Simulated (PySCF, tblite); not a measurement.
# CH₆FGeN: geometry, infrared bands, NMR shifts and spin-spin couplings

Wanted: the infrared bands, NMR shifts and spin-spin couplings of CH₆FGeN (`C[NH][GeH2][F]`), by calculation.

The runs use tblite 0.8.0 and PySCF 2.14.0, with density-fitted response routines of our own; the level of theory stands in each step. All values are computed, except where a source is named. Atoms count from 0, in the outputs and in this text.

### 1 Starting geometry

10 atoms, charge 0, multiplicity 1; geometry from: force field or distance geometry start.

Bonds of the start (Å): C0–N1 1.44, N1–Ge2 1.87, Ge2–F3 1.76, C0–H4 1.10, C0–H5 1.12, C0–H6 1.11, N1–H7 1.04, Ge2–H8 1.56, Ge2–H9 1.54.

### 2 Geometry optimisation with GFN2-xTB

The job: settings as JSON, then the geometry in Å.

```
{"job": {"kind": "relax", "xc": "GFN2-xTB", "basis": "xTB"}, "charge": 0, "multiplicity": 1}
C     -1.293000    -0.028900    -0.226500
N     -0.294900    -0.643100     0.618500
Ge     1.287600     0.292100     0.249300
F      2.020800    -0.466300    -1.161100
H     -1.264100    -0.511200    -1.214300
H     -0.984800     1.043200    -0.306900
H     -2.291900    -0.101700     0.248000
H     -0.199200    -1.659900     0.404700
H      0.814500     1.738500    -0.106800
H      2.213800     0.341900     1.472500
```

Run with:

```sh
$ OMP_NUM_THREADS=1 python probes_run.py task.json out
```

This one command runs all jobs of the session in turn.

**Question.** This job is followed by: GFN2-xTB harmonic vibrations, gas phase; GIAO PBE0/pcSseg-1 NMR shielding, non-relativistic, gas phase; B3LYP/pcJ-1 Ge:pcSseg-1 indirect spin-spin coupling, non-relativistic, gas phase. Predict these results of the whole session: strongest single infrared mode (GFN2-xTB); zero-point energy (GFN2-xTB); ¹³C shifts against TMS (PBE0/pcSseg-1); ¹H shifts against TMS (PBE0/pcSseg-1, means over atoms taken as alike); ¹⁵N shifts against NH3 (PBE0/pcSseg-1); ⁷³Ge shifts against GeMe4 (PBE0/pcSseg-1); ¹⁹F shifts against CFCl3 (PBE0/pcSseg-1); largest coupling of the table (B3LYP/pcSseg-1+pcJ-1).

**Answer**, as computed:

| quantity | value |
| --- | --- |
| strongest single infrared mode (GFN2-xTB) | 2054 cm⁻¹, 494 km/mol |
| zero-point energy (GFN2-xTB) | 42.9 kcal/mol |
| ¹³C shifts against TMS (PBE0/pcSseg-1) | 35.6 ppm |
| ¹H shifts against TMS (PBE0/pcSseg-1, means over atoms taken as alike) | 5.17, 3.08, 1.27 ppm |
| ¹⁵N shifts against NH3 (PBE0/pcSseg-1) | 45.8 ppm |
| ⁷³Ge shifts against GeMe4 (PBE0/pcSseg-1) | 19 ppm |
| ¹⁹F shifts against CFCl3 (PBE0/pcSseg-1) | -191.1 ppm |
| largest coupling of the table (B3LYP/pcSseg-1+pcJ-1) | ¹J(C,H) C0–H4, 140.7 Hz |

Relaxing lowered the energy by 0.557 eV in 59 steps; the close pair that moved most is N1–Ge2, from 1.875 to 1.791 Å. All 24 modes are real, so the xTB geometry is a minimum. The strongest single mode, at 2054 cm⁻¹, moves mainly H9 and H8. Unscaled tight-binding wavenumbers are off by several per cent, some by more. Its intensities can rank the bands wrongly. At PBE0/pcSseg-1: The largest span, 180 ppm, is at Ge2, where the paramagnetic term is -1444 ppm. In the run at B3LYP/pcSseg-1+pcJ-1, the largest coupling of the table is C0–H4 (mean over like pairs), 140.7 Hz, of which the Fermi-contact term gives 139.3 Hz. Couplings across rotatable bonds belong to this one conformer; where others are populated, the observed values are averages. Spin-orbit coupling is left out, which matters for shieldings and couplings at and beside the heavy atoms.
